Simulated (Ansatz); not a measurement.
# CoHO+ (doublet): from Hartree-Fock to the top rungs, def2-TZVPP

An exercise on one series of results from a longer session: the logs are not shown, and one member is left open.

The runs use Ansatz 0.2.0, Gaussian basis; def2-TZVPP, core rule «outside noble gas», up to 10 orbitals frozen.

Plan: UHF; ROHF; CCSD(T) on UHF.

2 further runs of the same task are left out: 2 set aside as unsound or not needed.

## What is computed

The geometry is a PBE0/def2-TZVP stationary point (not a proven minimum) of the parent state, kept for this charge and spin.

3 atoms, charge 1, spin multiplicity 2.

Atoms are counted from 1 here; the program's logs count them from 0.

Bond lengths: Co1–O2 1.569 Å, Co1–H3 1.489 Å. Angles: O2–Co1–H3 104.4°.

The first run:

Contents of in.yaml:

```yaml
crystal:
  periodic: [false, false, false]
  atoms:
    - {symbol: Co, position_ang: [0.000000, -0.043234, 0.323378]}
    - {symbol: O, position_ang: [0.000000, 0.073109, -1.241595]}
    - {symbol: H, position_ang: [0.000000, 1.367368, 0.800755]}
basis:
  gaussian: {orbitals: def2-TZVPP}
total_charge: 1
magnetization: {spin_polarized: true, initial_magnetization: 1}
hamiltonian: {xc: hf}
output: {orbitals: {seedname: orbitals}}
```

The run is started by

```sh
$ ansatz run in.yaml --threads 1 --pin off --events-out ev --progress --plain --max-ram 4096MiB --backend cpu
```

Steps of the session up to this table: UHF; ROHF; CCSD(T) on UHF.

One of the session's tables, all rows but one given; the rest of the session is left out.

```
  method  from UCCSD(T) (kcal/mol)
    ROHF                   +419.31
    UMP2                    +48.17
   UCCSD                         ?
UCCSD(T)                         0
```

Q: Estimate the row for UCCSD from the others.

As computed: from UCCSD(T) (kcal/mol): +20.45. In the column «from UCCSD(T) (kcal/mol)» it lies between UCCSD(T) (0) and UMP2 (+48.17).

Left out of the table: UHF (another determinant or state than the rows shown).

The program flags UCCSD(T) as in doubt (see the logs), so the zero of the table is itself unsure.

Caveats from the session: The determinant is far from a pure spin state, so its energy mixes those of several spin states (harmless only where they are near-degenerate, as at dissociation). The program flags UCCSD(T) as in doubt, so the zero of the table is itself unsure. Warnings: spin contamination; coupled cluster took another determinant than the lowest.
